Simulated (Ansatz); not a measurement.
# C2H5BS2: up Jacob's ladder to CCSD(T)

An exercise on one series of results from a longer session: the logs are not shown, and one member is left open.

Computed with Ansatz 0.2.0, Gaussian basis. Level: functionals in def2-TZVPP, the program's frozen cores in correlated methods.

Levels to be run: LDA (SPW92), PBE-D4, revPBE-D4, BLYP-D4, r2SCAN-D4, B97M-V, PBE0-D4, B3LYP-D4, r2SCANh-D4, r2SCAN0-D4, HSE06-D4, BHLYP-D4, CAM-B3LYP-D4, LC-ωPBE, ωB97X-V, ωB97M-V, B2PLYP, PBE-QIDH; CCSD(T)/def2-SVP; CCSD(T)/def2-TZVPP; MP2/def2-QZVPP; extrapolation to the limit; RPA on PBE.

## The geometry

An earlier PBE0-D4 in a triple-zeta def2 set relaxation fixed the geometry.

SMILES `SCC1BS1`, 10 atoms, charge 0, spin multiplicity 1.

Atoms are counted from 1 here; the program's logs count them from 0.

Bond lengths: S1–C2 1.813 Å, S1–H6 1.343 Å, C2–C3 1.504 Å, C2–H7 1.091 Å, C2–H8 1.093 Å, C3–B4 1.533 Å, C3–S5 1.879 Å, C3–H9 1.088 Å, B4–S5 1.738 Å, B4–H10 1.183 Å. Angles: C2–S1–H6 96.5°, S1–C2–C3 111.3°, S1–C2–H7 110.3°, S1–C2–H8 104.5°, C3–C2–H7 111.5°, C3–C2–H8 111.4°, H7–C2–H8 107.6°, C2–C3–B4 123.3°, C2–C3–S5 116.7°, C2–C3–H9 113.4°, B4–C3–S5 60.2°, B4–C3–H9 119.0°, S5–C3–H9 112.4°, C3–B4–S5 69.8°, C3–B4–H10 148.3°, S5–B4–H10 141.9°, C3–S5–B4 50.0°.

Set-up of the first run:

Contents of in.yaml:

```yaml
crystal:
  periodic: [false, false, false]
  atoms:
    - {symbol: S, position_ang: [0.604280, 0.618716, 2.056381]}
    - {symbol: C, position_ang: [0.871878, 0.499479, 0.267143]}
    - {symbol: C, position_ang: [0.109021, -0.654371, -0.323537]}
    - {symbol: B, position_ang: [-1.266901, -0.503316, -0.981349]}
    - {symbol: S, position_ang: [-0.039875, -0.698090, -2.196090]}
    - {symbol: H, position_ang: [-0.719666, 0.835521, 1.998241]}
    - {symbol: H, position_ang: [0.611269, 1.440914, -0.218188]}
    - {symbol: H, position_ang: [1.950658, 0.360968, 0.160303]}
    - {symbol: H, position_ang: [0.392312, -1.618908, 0.092816]}
    - {symbol: H, position_ang: [-2.429876, -0.332011, -0.852720]}
basis:
  gaussian: {orbitals: def2-TZVPP}
hamiltonian: {xc: lda}
output: {orbitals: {seedname: orbitals}}
```

Among the steps run: LDA; PBE-D4 (GGA); revPBE-D4 (GGA); BLYP-D4 (GGA); r2SCAN-D4 (meta-GGA); B97M-V (meta-GGA); PBE0-D4 (hybrid); B3LYP-D4 (hybrid); r2SCANh-D4 (hybrid); r2SCAN0-D4 (hybrid); HSE06-D4 (hybrid); BHLYP-D4 (hybrid); CAM-B3LYP-D4 (range-separated); LC-ωPBE (range-separated); ωB97X-V (range-separated); ωB97M-V (range-separated); B2PLYP (double hybrid); PBE-QIDH (double hybrid).

One table of the session follows, with a row left open; its other results are not shown here.

It belongs to the step «Orbital energies across the functionals». 

```
  functional  HOMO (eV)  LUMO (eV)  gap (eV)
 LDA (SPW92)      -5.93      -2.65      3.28
      PBE-D4      -5.82      -2.39      3.42
   revPBE-D4          ?          ?         ?
     BLYP-D4      -5.65      -2.21      3.44
   r2SCAN-D4      -6.08      -2.11      3.97
      B97M-V      -6.18      -2.10      4.08
     PBE0-D4      -7.03      -1.47      5.57
    B3LYP-D4      -6.79      -1.65      5.14
  r2SCANh-D4      -6.53      -1.78      4.74
  r2SCAN0-D4      -7.20      -1.30      5.90
    HSE06-D4      -6.63      -1.85      4.78
    BHLYP-D4      -8.12      -0.44      7.68
CAM-B3LYP-D4      -8.36      -0.36      8.00
     LC-ωPBE      -9.76       0.77     10.53
     ωB97X-V      -9.40       0.68     10.08
     ωB97M-V      -9.23       0.50      9.72
```

Q: Estimate the row for revPBE-D4 from the others.

**Answer.** HOMO (eV): -5.77; LUMO (eV): -2.29; gap (eV): 3.48. In the column «HOMO (eV)» it lies between PBE-D4 (-5.82) and BLYP-D4 (-5.65).
